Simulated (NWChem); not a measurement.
# SVWN5/def2-TZVP run of CH2BrF (bromofluoromethane)

Aim: the vertical ionisation energy of CH2BrF (bromofluoromethane) at SVWN5/def2-TZVP, from 2 runs. 

Program for the calculation: NWChem 7.3.0.

### Step 1. The structure to begin with

CH2BrF has 5 atoms, charge 0, and is taken as a singlet. As SMILES, `FCBr`. Geometry: relaxed at PBE0-D4/def2-TZVP.

Bond lengths: F1–C2 1.352 Å, C2–Br3 1.935 Å, C2–H4 1.088 Å, C2–H5 1.088 Å. Angles: F1–C2–Br3 110.7°, F1–C2–H4 109.8°, F1–C2–H5 109.8°, Br3–C2–H4 106.9°, Br3–C2–H5 106.9°, H4–C2–H5 112.8°.

### Step 2. A single-point energy at SVWN5/def2-TZVP

ch2brf.nw reads:

```
start ch2brf
title "CH2BrF energy"
memory total 2200 mb

geometry units au noautosym nocenter noautoz
 F   1.29805288  2.21230237  0.30802536
 C   0.28345892 -0.12604473  0.14475302
 Br -2.91943789 -0.02362158 -1.61609378
 H   1.52633179 -1.34850856 -0.94561895
 H  -0.09391939 -0.85321135  2.03069969
end

basis "ao basis" spherical bse
 * library def2-TZVP
end

dft
 xc slater vwn_5
 grid fine
 convergence energy 1e-08
 maxiter 100
 mulliken
 print low
end

task dft energy
```

Command:

```bash
nwchem ch2brf.nw > ch2brf.out
```

Log:

```text
[...]
 d= 0,ls=0.0,diis     1  -2708.7001659801 -2.87D+03  9.30D-03  2.72D+00     2.6
[...]
 d= 0,ls=0.0,diis    11  -2708.8134220530 -1.28D-09  1.12D-07  7.13D-10    19.4
         Total DFT energy =    -2708.813422053041
      One electron energy =    -4103.005499920388
           Coulomb energy =     1331.881920310589
    Exchange-Corr. energy =     -103.289792648360
 Nuclear repulsion energy =      165.599950205117
[...]
      Total Density - Mulliken Population Analysis
     ---------------------------------------------
    Atom       Charge   Shell Charges
 -----------   ------   -------------------------------------------------------
    1 F    9     9.14   0.76  1.20  0.61  0.96  0.37  2.29  2.04  0.88  0.00  0.01  0.00
    2 C    6     6.10   0.84  1.13  0.53  0.68  0.10  1.26  1.16  0.25  0.03  0.13  0.01
    3 Br  35    35.09   2.00  2.01  1.15  0.79  1.10  0.88  6.00  5.91  1.41  2.53  1.26  8.93  1.03  0.05  0.04  0.01
    4 H    1     0.83   0.27  0.46  0.09  0.02
    5 H    1     0.83   0.27  0.46  0.09  0.02
[...]
```

It took 20 s on 1 thread of AMD EPYC 9R45 (Zen 5), shared host; peak memory 0.12 GiB.

### Step 3. The doublet cation

sp.nw reads:

```
START sp
memory total 2200 mb
charge 1

GEOMETRY units angstroms noautosym nocenter noautoz
F     0.686900    1.170700    0.163000
C     0.150000   -0.066700    0.076600
Br   -1.544900   -0.012500   -0.855200
H     0.807700   -0.713600   -0.500400
H    -0.049700   -0.451500    1.074600
END

BASIS spherical bse
F library def2-TZVP
C library def2-TZVP
Br library def2-TZVP
H library def2-TZVP
END

DFT
xc slater vwn_5
mult 2
grid fine
convergence energy 1e-08
maxiter 100
mulliken
print low
END

TASK dft energy
```

Command:

```bash
nwchem sp.nw > sp.out
```

Log:

```text
[...]
 d= 0,ls=0.0,diis     1  -2707.8113427897 -2.87D+03  1.34D-02  3.61D+00     2.8
[...]
 d= 0,ls=0.5,diis    56  -2708.4144460048 -8.30D-09  2.06D-09  4.02D-08   109.6
[...]
         Total DFT energy =    -2708.414446011680
      One electron energy =    -4087.487578330984
           Coulomb energy =     1316.412973151487
    Exchange-Corr. energy =     -102.939802942949
 Nuclear repulsion energy =      165.599962110767
[...]
      Total Density - Mulliken Population Analysis
     ---------------------------------------------
    Atom       Charge   Shell Charges
 -----------   ------   -------------------------------------------------------
    1 F    9     9.00   0.77  1.20  0.62  0.97  0.37  2.27  2.02  0.77  0.00  0.02  0.00
    2 C    6     6.09   0.84  1.13  0.54  0.70  0.07  1.25  1.19  0.20  0.03  0.14  0.01
    3 Br  35    34.46   2.00  2.01  1.15  0.78  1.17  0.86  6.00  5.91  1.35  2.44  0.74  8.93  1.03  0.05  0.05  0.01
    4 H    1     0.72   0.25  0.41  0.04  0.02
    5 H    1     0.72   0.25  0.41  0.04  0.02
[...]
      <S2> =      0.7509 (Exact =     0.7500)
[...]
```

Wall time 1.9 min (1 thread of AMD EPYC 9R45 (Zen 5), shared host); peak memory 0.13 GiB.

### Step 4. Outcome

Level: SVWN5/def2-TZVP.

```
                                          quantity           value
                      singlet CH2BrF: total energy  -2708.81342 Eh
                      doublet cation: total energy  -2708.41445 Eh
                              doublet cation: ⟨S²⟩           0.751
vertical ionisation energy (to the doublet cation)       10.857 eV
```

Removing an electron at fixed nuclei costs 10.86 eV (250 kcal/mol). Mulliken charges (doublet cation) run from -0.09 on C2 to +0.54 on Br3.
